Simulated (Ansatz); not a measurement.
**C2H3F2NOSi: basis-set convergence**

The task here is to estimate one member of a computed series from the others.

The runs use Ansatz 0.2.0, Gaussian basis; one geometry, several basis sets.

The runs, in order: PBE0-D4/def2-SVP; ωB97M-V/def2-SVP; PBE0-D4/def2-QZVPP; ωB97M-V/def2-QZVPP; the functionals' def2-TZVPP values are taken from earlier runs.

### Structure used throughout

All runs share one geometry, relaxed beforehand with PBE0-D4 in a triple-zeta def2 set.

SMILES `CO[Si](F)(F)C#N`, 10 atoms, charge 0, spin multiplicity 1.

Atoms are counted from 1 here; the program's logs count them from 0.

Bond lengths: C1–O2 1.419 Å, C1–H8 1.092 Å, C1–H9 1.093 Å, C1–H10 1.089 Å, O2–Si3 1.593 Å, Si3–F4 1.573 Å, Si3–F5 1.566 Å, Si3–C6 1.835 Å, C6–N7 1.151 Å. Angles: O2–C1–H8 110.5°, O2–C1–H9 111.0°, O2–C1–H10 107.5°, H8–C1–H9 109.5°, H8–C1–H10 109.2°, H9–C1–H10 109.0°, C1–O2–Si3 128.5°, O2–Si3–F4 113.1°, O2–Si3–F5 108.8°, O2–Si3–C6 110.8°, F4–Si3–F5 108.7°, F4–Si3–C6 106.4°, F5–Si3–C6 108.9°, Si3–C6–N7 176.6°.

Coordinates:

```mol
C2H3F2NOSi
  3D, bonds by distance, orders not assigned

 10  9  0  0  0  0  0  0  0  0999 V2000
    0.5153   -1.1398    1.0169 C   0  0
    0.7016   -0.6446   -0.3000 O   0  0
   -0.2279    0.3514   -1.1261 Si  0  0
   -1.6496   -0.2448   -1.4374 F   0  0
    0.4799    0.6945   -2.4799 F   0  0
   -0.5096    1.9063   -0.1924 C   0  0
   -0.6665    2.8485    0.4491 N   0  0
   -0.3138   -1.8500    1.0448 H   0  0
    0.3210   -0.3244    1.7186 H   0  0
    1.4327   -1.6483    1.3093 H   0  0
  1  2  8  0
  2  3  8  0
  3  4  8  0
  3  5  8  0
  3  6  8  0
  6  7  8  0
  1  8  8  0
  1  9  8  0
  1 10  8  0
M  END
```

The first run:

Input file in.yaml:

```yaml
crystal:
  periodic: [false, false, false]
  atoms:
    - {symbol: C, position_ang: [0.515269, -1.139846, 1.016949]}
    - {symbol: O, position_ang: [0.701604, -0.644633, -0.300023]}
    - {symbol: Si, position_ang: [-0.227905, 0.351446, -1.126145]}
    - {symbol: F, position_ang: [-1.649579, -0.244793, -1.437411]}
    - {symbol: F, position_ang: [0.479918, 0.694472, -2.479937]}
    - {symbol: C, position_ang: [-0.509556, 1.906343, -0.192425]}
    - {symbol: N, position_ang: [-0.666498, 2.848451, 0.449100]}
    - {symbol: H, position_ang: [-0.313781, -1.849965, 1.044792]}
    - {symbol: H, position_ang: [0.320957, -0.324448, 1.718605]}
    - {symbol: H, position_ang: [1.432671, -1.648327, 1.309294]}
basis:
  gaussian: {orbitals: def2-SVP}
hamiltonian: {xc: pbe0, dispersion: d4}
output: {orbitals: {seedname: orbitals}}
```

The run is started by

```console
> ansatz run in.yaml --threads 4 --pin off --events-out ev --progress --plain --max-ram 10444MiB
```

Steps of the session up to this table: PBE0-D4 in def2-SVP; ωB97M-V in def2-SVP; PBE0-D4 in def2-QZVPP; ωB97M-V in def2-QZVPP.

One of the session's tables, all rows but one given; the rest of the session is left out.

It belongs to the step «Density functionals: the series». 

| functional | basis | HOMO (eV) |
| --- | --- | --- |
| PBE0-D4 | def2-SVP | -9.63 |
| PBE0-D4 | def2-TZVPP | -9.73 |
| PBE0-D4 | def2-QZVPP | -9.76 |
| ωB97M-V | def2-SVP | -12.02 |
| ωB97M-V | def2-TZVPP | -12.14 |
| ωB97M-V | def2-QZVPP | ? |

Q: Estimate the row for ωB97M-V, def2-QZVPP from the others.

As computed: HOMO (eV): -12.17. In the column «HOMO (eV)» it is the lowest.
